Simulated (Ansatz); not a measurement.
# VMo3S8: the cost of one run

Program: Ansatz 0.2.0. Level of theory: DFT PBE, scalar-relativistic, plane waves, PAW. These are calculated values, not measurements.

## (1) The starting structure

It takes space group P-6m2 (No. 187, hexagonal). Conventional cell: a = 3.365 Å, b = 3.365 Å, c = 26.177 Å, α = 90.00°, β = 90.00°, γ = 120.00°. V (site symmetry -6m2) is surrounded by 6 S at 2.52 Å. Mo (site symmetry -6m2) is surrounded by 6 S at 2.52 Å. Mo (site symmetry 3m) has 6 S at 2.52 Å as nearest neighbours. S (site symmetry 3m) is surrounded by 3 Mo at 2.52 Å. Around S (site symmetry 3m) lie 3 V at 2.52 Å.

Coordinates:

```cif
data_structure
_symmetry_space_group_name_H-M 'P 1'
_symmetry_Int_Tables_number 1
_cell_length_a 3.3650
_cell_length_b 3.3650
_cell_length_c 26.1772
_cell_angle_alpha 90.000
_cell_angle_beta 90.000
_cell_angle_gamma 120.000
_cell_volume 256.70
loop_
_atom_site_label
_atom_site_type_symbol
_atom_site_fract_x
_atom_site_fract_y
_atom_site_fract_z
_atom_site_occupancy
V1 V 0.33333 0.66667 0.50000 1
Mo1 Mo 0.33333 0.66667 0.00000 1
Mo2 Mo 0.66667 0.33333 0.25000 1
Mo3 Mo 0.66667 0.33333 0.75000 1
S1 S 0.33333 0.66667 0.18875 1
S2 S 0.33333 0.66667 0.68875 1
S3 S 0.66667 0.33333 0.93875 1
S4 S 0.66667 0.33333 0.43875 1
S5 S 0.33333 0.66667 0.31125 1
S6 S 0.33333 0.66667 0.81125 1
S7 S 0.66667 0.33333 0.06125 1
S8 S 0.66667 0.33333 0.56125 1
```

The start is an ordering of an alloy on its end members' structure types: elements ordered on the sites of the MoS2 type, V/Mo on Mo (P-6m2, No. 187).

## (2) A first look at the guess

input.yaml reads:

```yaml
crystal:
  lattice:
    - [3.36503407, 0.0, 0.0]
    - [-1.68251703, 2.91420499, 0.0]
    - [0.0, 0.0, 26.17720537]
  atoms:
    - { symbol: V, position: [0.33333333, 0.66666667, 0.5], spin: -2.0 }
    - { symbol: Mo, position: [0.33333333, 0.66666667, 0.0], spin: -1.0 }
    - { symbol: Mo, position: [0.66666667, 0.33333333, 0.25], spin: 1.0 }
    - { symbol: Mo, position: [0.66666667, 0.33333333, 0.75], spin: -1.0 }
    - { symbol: S, position: [0.33333333, 0.66666667, 0.18875] }
    - { symbol: S, position: [0.33333333, 0.66666667, 0.68875] }
    - { symbol: S, position: [0.66666667, 0.33333333, 0.93875] }
    - { symbol: S, position: [0.66666667, 0.33333333, 0.43875] }
    - { symbol: S, position: [0.33333333, 0.66666667, 0.31125] }
    - { symbol: S, position: [0.33333333, 0.66666667, 0.81125] }
    - { symbol: S, position: [0.66666667, 0.33333333, 0.06125] }
    - { symbol: S, position: [0.66666667, 0.33333333, 0.56125] }
basis:
  ecutwfc: 420
kpoints:
  mp_grid: { grid: [6, 6, 1] }
hamiltonian:
  xc: pbe
scf:
  occupations: { method: gaussian, width: 0.1 }
  lower_state_search: "off"
output:
  forces: true
  stress: true
  eigenvalues: true
  populations: true
magnetization:
  spin_polarized: true
```

The run is started by

```
ansatz run input.yaml --threads 4 --pin off --max-ram 8192MiB --backend cpu --events-out ev --progress --plain --runs-dir out
```

**Question.** How long does this run take on 4 threads of AMD EPYC (Zen 3), shared host, and how much memory does it need?

About 40 s, with a peak of 0.81 GiB.
